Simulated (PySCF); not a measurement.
The system is F3C2H3, in a box.

```xyz
8
Lattice="12.0000 0.0000 0.0000 0.0000 12.0000 0.0000 0.0000 0.0000 12.0000" Properties=species:S:1:pos:R:3 pbc="T T T"
F     4.9358    5.4022    7.2111
C     5.8903    6.2782    6.7598
C     6.2515    5.9308    5.3367
F     6.9028    4.7473    5.2915
F     7.0903    6.8867    4.8658
H     6.7802    6.2020    7.3905
H     5.4901    7.2947    6.7953
H     5.3797    5.8661    4.6775
```

Program: PySCF 2.14.0. Alike in all runs: task atomic charges; potentials or basis cc-pvdz (all-electron); no spin polarisation; cell as given; k mesh 1 × 1 × 1; smearing fixed.

Task: Order these runs on this cell by their band gap on the k mesh, lowest first.
A. level r2SCAN0+D3(BJ); three-body dispersion term no; exxdiv ewald
B. level TASK
C. level TPSSh; exxdiv ewald
D. level revTPSS+D3(OP); three-body dispersion term no

Result: D (8.95 eV), C (10.10 eV), B (10.29 eV), A (12.11 eV).

Caveats: this is a molecule in a periodic box at the Γ point, so its band gap is the HOMO-LUMO gap; the basis of atomic orbitals isn't converged, which shifts pressures, moduli and gaps.

Runs at the PBE level aren't shown here.
